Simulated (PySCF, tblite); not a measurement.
# C₄H₅ClOSi: geometry, infrared bands and NMR shifts

Aim: predict the infrared bands and NMR shifts of C₄H₅ClOSi (`Cl[SiH2]c1ccco1`).

Computed with tblite 0.8.0 and PySCF 2.14.0, with density-fitted response routines of our own, on a single molecule in the gas phase. Atoms are numbered from 0 throughout.

### Step 1. The molecule as given

12 atoms, charge 0, multiplicity 1; geometry from: force field or distance geometry start.

Bonds of the start (Å): Cl0–Si1 2.09, Si1–C2 1.83, C2–C3 1.42, C3–C4 1.39, C4–C5 1.37, C5–O6 1.31, O6–C2 1.30, Si1–H7 1.46, Si1–H8 1.49, C3–H9 1.06, C4–H10 1.08, C5–H11 1.10.

### Step 2. Geometry optimisation with GFN2-xTB

Job settings and geometry (Å):

```
{"job": {"kind": "relax", "xc": "GFN2-xTB", "basis": "xTB"}, "charge": 0, "multiplicity": 1}
Cl     2.694400     1.831000     0.915700
Si     2.099100    -0.009000     0.133300
C      0.273000    -0.122800     0.065700
C     -0.607700     0.712300    -0.669400
C     -1.876500     0.212500    -0.381800
C     -1.747000    -0.859700     0.461200
O     -0.460900    -1.003100     0.689300
H      2.737000    -0.299000    -1.150400
H      2.619300    -1.063200     1.053200
H     -0.357700     1.538100    -1.287900
H     -2.834000     0.558900    -0.747400
H     -2.537900    -1.496600     0.892400
```

Run with:

```console
$ OMP_NUM_THREADS=1 python probes_run.py task.json out
```

The driver reads the jobs from task.json and runs them one after another.

The log of the run:

```text
step      E/eV     max force
  0    -584.43545    3.308
  1    -584.66350    1.200
  2    -584.69974    0.553
  3    -584.72184    0.377
  4    -584.73542    0.396
  5    -584.74412    0.354
  6    -584.75190    0.266
  7    -584.75624    0.195
  8    -584.75993    0.179
  9    -584.76184    0.124
 10    -584.76251    0.070
 11    -584.76281    0.064
 12    -584.76309    0.058
 13    -584.76346    0.060
 14    -584.76389    0.061
 15    -584.76429    0.052
 16    -584.76455    0.036
 17    -584.76472    0.033
 18    -584.76488    0.037
 19    -584.76511    0.053
 20    -584.76540    0.062
 21    -584.76569    0.046
 22    -584.76587    0.031
 23    -584.76600    0.026
 24    -584.76612    0.036
 25    -584.76630    0.042
 26    -584.76651    0.043
 27    -584.76670    0.040
 28    -584.76681    0.031
 29    -584.76689    0.024
 30    -584.76697    0.025
 31    -584.76705    0.027
 32    -584.76711    0.018
 33    -584.76714    0.013
 34    -584.76716    0.013
 35    -584.76718    0.011
 36    -584.76719    0.010
 37    -584.76721    0.010
 38    -584.76723    0.014
 39    -584.76725    0.018
 40    -584.76729    0.019
 41    -584.76733    0.023
 42    -584.76738    0.017
 43    -584.76743    0.017
 44    -584.76748    0.020
 45    -584.76755    0.022
 46    -584.76764    0.030
 47    -584.76778    0.036
 48    -584.76799    0.054
 49    -584.76831    0.067
 50    -584.76877    0.079
 51    -584.76936    0.075
 52    -584.76999    0.059
 53    -584.77063    0.074
 54    -584.77148    0.089
 55    -584.76857    0.305
 56    -584.77305    0.098
 57    -584.77414    0.088
 58    -584.77491    0.212
 59    -584.77700    0.047
 60    -584.77812    0.051
 61    -584.77720    0.203
 62    -584.77934    0.058
 63    -584.77978    0.059
 64    -584.78055    0.127
 65    -584.78129    0.056
 66    -584.78193    0.041
 67    -584.78298    0.051
 68    -584.78359    0.064
 69    -584.78428    0.070
 70    -584.78543    0.082
 71    -584.78626    0.093
 72    -584.78696    0.102
 73    -584.78749    0.110
 74    -584.78858    0.081
 75    -584.78982    0.051
 76    -584.79062    0.075
 77    -584.79118    0.063
 78    -584.79183    0.047
 79    -584.79235    0.046
 80    -584.79285    0.055
 81    -584.79291    0.059
 82    -584.79333    0.052
 83    -584.79349    0.034
 84    -584.79360    0.027
 85    -584.79368    0.024
 86    -584.79373    0.025
 87    -584.79380    0.024
 88    -584.79386    0.025
 89    -584.79390    0.015
 90    -584.79393    0.014
 91    -584.79395    0.012
 92    -584.79396    0.010
 93    -584.79398    0.011
 94    -584.79399    0.008
```

Run time: 0.52 s. Hardware: 1 thread of Arm Neoverse V2, shared host.

Along the way: (not every step is listed)

```csv
step,energy from step 0 (eV),largest force (eV/Å)
0,0.0000,3.3081
1,-0.2281,1.2003
2,-0.2643,0.5535
3,-0.2864,0.3774
4,-0.3000,0.3955
5,-0.3087,0.3544
6,-0.3165,0.2657
7,-0.3208,0.1952
8,-0.3245,0.1793
16,-0.3291,0.0356
24,-0.3307,0.0362
32,-0.3317,0.0181
40,-0.3318,0.0187
48,-0.3325,0.0536
56,-0.3376,0.0983
64,-0.3451,0.1271
72,-0.3515,0.1024
80,-0.3574,0.0551
88,-0.3584,0.0248
89,-0.3585,0.0153
90,-0.3585,0.0145
91,-0.3585,0.0121
92,-0.3585,0.0105
93,-0.3585,0.0110
94,-0.3585,0.0081
```

Close pairs (by a distance rule), those that changed most:

| bond | before (Å) | after (Å) | change (Å) |
| --- | --- | --- | --- |
| Cl0–Si1 | 2.086 | 2.013 | -0.073 |
| C2–O6 | 1.305 | 1.357 | +0.052 |
| C2–C3 | 1.419 | 1.371 | -0.047 |
| Si1–C2 | 1.831 | 1.870 | +0.039 |
| Si1–H8 | 1.493 | 1.462 | -0.031 |
| C5–H11 | 1.103 | 1.072 | -0.031 |
| C5–O6 | 1.314 | 1.338 | +0.024 |
| C3–C4 | 1.394 | 1.411 | +0.017 |

The next job starts from the end point, and lists it.

### Step 3. Harmonic vibrations with GFN2-xTB

Job settings and geometry (Å):

```
{"job": {"kind": "ir", "xc": "GFN2-xTB", "basis": "xTB"}, "charge": 0, "multiplicity": 1}
Cl     2.756130     1.770388    -0.268618
Si     2.118711    -0.074171     0.225840
C      0.257789    -0.069094     0.044783
C     -0.652669     0.891331    -0.315100
C     -1.925704     0.284225    -0.268259
C     -1.705532    -1.003909     0.115382
O     -0.399952    -1.226947     0.306418
H      2.722464    -1.042409    -0.687504
H      2.503745    -0.348797     1.609144
H     -0.429229     1.905055    -0.579082
H     -2.869521     0.739023    -0.489118
H     -2.375032    -1.825380     0.280088
```

The log of the run:

```text
mode    cm-1     km/mol
  1      30.1      1.30
  2      90.6      1.60
  3     154.9      1.65
  4     228.2      4.62
  5     451.9     22.59
  6     483.1     79.24
  7     528.4     48.24
  8     551.0      0.48
  9     585.8      4.38
 10     629.4      4.54
 11     698.6    532.14
 12     776.2     10.01
 13     786.9    227.23
 14     826.3      6.67
 15     852.9      0.11
 16     860.2      0.52
 17     909.5      9.41
 18    1042.8     38.42
 19    1094.2     11.39
 20    1116.4      9.63
 21    1188.6     60.83
 22    1216.8      7.04
 23    1366.5      5.29
 24    1433.8     33.99
 25    1552.3     19.37
 26    2253.0    293.27
 27    2279.7    136.34
 28    3163.1      5.27
 29    3178.4     22.95
 30    3188.7     14.43
```

Run time: 0.32 s. Hardware: 1 thread of Arm Neoverse V2, shared host.

Which atoms move in the most intense modes:

```
cm⁻¹  km/mol                                atoms
 483    79.2           H7 36 %, H8 36 %, Si1 18 %
 528    48.2                   Si1 54 %, Cl0 34 %
 699   532.1                     H8 44 %, H7 43 %
 787   227.2                     H8 48 %, H7 48 %
1043    38.4           H10 38 %, H9 38 %, O6 11 %
1189    60.8  C2 34 %, O6 19 %, H11 14 %, C3 12 %
2253   293.3                     H8 53 %, H7 43 %
2280   136.3                     H7 54 %, H8 44 %
```

### Step 4. Shielding tensors: PBE0/pcSseg-1

Same as in step 3 but for these lines:

```diff
@@ -1,2 +1,2 @@
-{"job": {"kind": "ir", "xc": "GFN2-xTB", "basis": "xTB"}, "charge": 0, "multiplicity": 1}
+{"job": {"kind": "nmr", "xc": "PBE0", "basis": "pcSseg-1"}, "charge": 0, "multiplicity": 1}
 Cl     2.756130     1.770388    -0.268618
```

With the program's defaults for keys left out, this is: GIAO PBE0/pcSseg-1 NMR shielding, non-relativistic, gas phase.

The log of the run:

```text
coarse grid: 11784 points
cycle   1  E = -979.6844072647  dE =  1.226e+00  |g| = 4.469e-01  |ddm| = 3.342e+00
cycle   2  E = -979.6692071399  dE =  1.520e-02  |g| = 5.401e-01  |ddm| = 8.335e-01
cycle   3  E = -979.7293851311  dE = -6.018e-02  |g| = 6.462e-02  |ddm| = 4.258e-01
cycle   4  E = -979.7300351841  dE = -6.501e-04  |g| = 2.861e-02  |ddm| = 5.677e-02
cycle   5  E = -979.7301898337  dE = -1.546e-04  |g| = 7.519e-03  |ddm| = 2.663e-02
cycle   6  E = -979.7301974226  dE = -7.589e-06  |g| = 4.781e-03  |ddm| = 9.879e-03
cycle   7  E = -979.7302029295  dE = -5.507e-06  |g| = 5.473e-04  |ddm| = 4.187e-03
final grid: 106576 points
cycle   8  E = -979.7800013003  dE = -2.060e-05  |g| = 1.044e-02  |ddm| = 2.491e-02
cycle   9  E = -979.7799675976  dE =  3.370e-05  |g| = 1.697e-02  |ddm| = 1.618e-02
cycle  10  E = -979.7800203925  dE = -5.279e-05  |g| = 2.097e-03  |ddm| = 1.107e-02
cycle  11  E = -979.7800214110  dE = -1.019e-06  |g| = 4.013e-04  |ddm| = 2.143e-03
cycle  12  E = -979.7800214422  dE = -3.119e-08  |g| = 1.376e-04  |ddm| = 3.765e-04
cycle  13  E = -979.7800214468  dE = -4.613e-09  |g| = 2.699e-05  |ddm| = 1.323e-04
cycle  14  E = -979.7800214469  dE = -1.323e-10  |g| = 1.372e-05  |ddm| = 3.572e-05
converged SCF energy = -979.7800214469

GIAO shielding tensors (ppm)
atom      isotropic    diamagn.    paramagn.     s11        s22        s33       span
  0 Cl    1036.997    1148.129    -111.132   1003.734   1025.340   1081.918     78.185
  1 Si     383.036     878.314    -495.278    352.612    357.867    438.628     86.017
  2 C       33.141     257.327    -224.186    -32.776     29.441    102.759    135.535
  3 C       55.518     253.785    -198.267    -45.801     50.952    161.403    207.203
  4 C       69.855     256.296    -186.441    -18.827     64.001    164.391    183.218
  5 C       32.180     251.487    -219.307    -47.401     37.908    106.032    153.433
  6 O       21.268     397.306    -376.038   -130.925    -73.819    268.549    399.475
  7 H       26.086      27.505      -1.420     21.720     24.954     31.583      9.862
  8 H       26.078      27.495      -1.417     21.742     24.931     31.560      9.818
  9 H       24.327      32.730      -8.402     21.380     23.147     28.455      7.075
 10 H       24.919      31.258      -6.339     22.932     25.744     26.082      3.150
 11 H       23.824      29.717      -5.893     20.981     24.890     25.601      4.621
```

Wall time 18 s (1 thread of Arm Neoverse V2, shared host); peak memory 0.72 GiB.

Shifts follow as δ = σ(reference) − σ, with reference shieldings (ppm) from runs at the same level and on the same kind of geometry: ¹H TMS 31.72, ¹³C TMS 186.9, ²⁹Si TMS 349.2, ¹⁷O H2O 336.1, ³⁵Cl HCl 950. The references are single molecules in the gas phase, so shifts against H2O, NH3, PH3, H3PO4 or CFCl3 are not on the usual liquid scales and can be off by tens of ppm. Atoms listed in one row are averaged.

| atoms | environment | σ (ppm) | δ (ppm) | δ scaled to CDCl3 |
| --- | --- | --- | --- | --- |
| C5 | aromatic CH next to the ring oxygen | 32.2 | 154.7 | 149.1 |
| C2 | substituted aromatic carbon next to the ring oxygen | 33.1 | 153.8 | 148.2 |
| C3 | aromatic CH | 55.5 | 131.4 | 126.3 |
| C4 | aromatic CH | 69.9 | 117.1 | 112.3 |
| H11 | hydrogen on an aromatic CH next to the ring oxygen | 23.82 | 7.89 | 7.55 |
| H9 | hydrogen on an aromatic CH | 24.33 | 7.39 | 7.07 |
| H10 | hydrogen on an aromatic CH | 24.92 | 6.80 | 6.51 |
| H7, H8 | hydrogen on a silicon bonded to C, Cl | 26.08 | 5.64 | – |
| Cl0 | chlorine bonded to Si | 1037 | -87 | – |
| Si1 | silicon bonded to C, Cl, 2 H | 383.0 | -33.9 | – |
| O6 | aromatic ring oxygen | 21.3 | 314.8 | – |

The scaled column applies a straight-line fit of computed shieldings to shifts measured in CDCl3, with any fitted terms for Cl, Br or S neighbours (root-mean-square error 0.16 ppm for H, 1.9 ppm for C).

The run also stored atomic charges by several schemes (e):

```csv
atoms,Mulliken,IAO,Hirshfeld,ESP fit
Cl0,-0.32,-0.31,-0.11,-0.16
Si1,0.75,0.83,0.34,0.22
C2,-0.08,-0.16,-0.06,0.04
C3,-0.13,-0.20,-0.08,-0.18
C4,-0.16,-0.22,-0.09,-0.24
C5,0.17,0.01,0.01,-0.09
O6,-0.37,-0.23,-0.06,-0.10
```

Mayer bond orders: Cl0–Si1 0.98, Si1–C2 0.89, C2–C3 1.55, C3–C4 1.28, C4–C5 1.58, C5–O6 1.10, O6–C2 1.01.

Ring of atoms C2, C3, C4, C5, O6: NICS(0) -11.8, NICS(1) -10.8, NICS(1)zz -27.9 ppm (means of both faces).

### Step 5. Results

| quantity | value |
| --- | --- |
| strongest single infrared mode (GFN2-xTB) | 699 cm⁻¹, 532 km/mol |
| zero-point energy (GFN2-xTB) | 47.9 kcal/mol |
| ¹³C shifts against TMS (PBE0/pcSseg-1) | 154.7, 153.8, 131.4, 117.1 ppm |
| ¹H shifts against TMS (PBE0/pcSseg-1, means over atoms taken as alike) | 7.89, 7.39, 6.80, 5.64 ppm |
| ³⁵Cl shifts against HCl (PBE0/pcSseg-1) | -87 ppm |
| ²⁹Si shifts against TMS (PBE0/pcSseg-1) | -33.9 ppm |
| ¹⁷O shifts against H2O (PBE0/pcSseg-1) | 314.8 ppm |

In words: Over 94 steps the energy fell by 0.359 eV; of the close pairs, Cl0–Si1 changed most, 2.086 to 2.013 Å. All 30 modes are real, so the xTB geometry is a minimum. The strongest single mode, at 699 cm⁻¹, moves mainly H8 and H7. Unscaled tight-binding wavenumbers are off by several per cent, some by more. Its intensities can rank the bands wrongly. At PBE0/pcSseg-1: Shielding is most anisotropic at O6 (span 399 ppm, paramagnetic term -376 ppm). NICS(1)zz of -28 ppm above the planar ring from C2 marks a diatropic (aromatic) ring current.
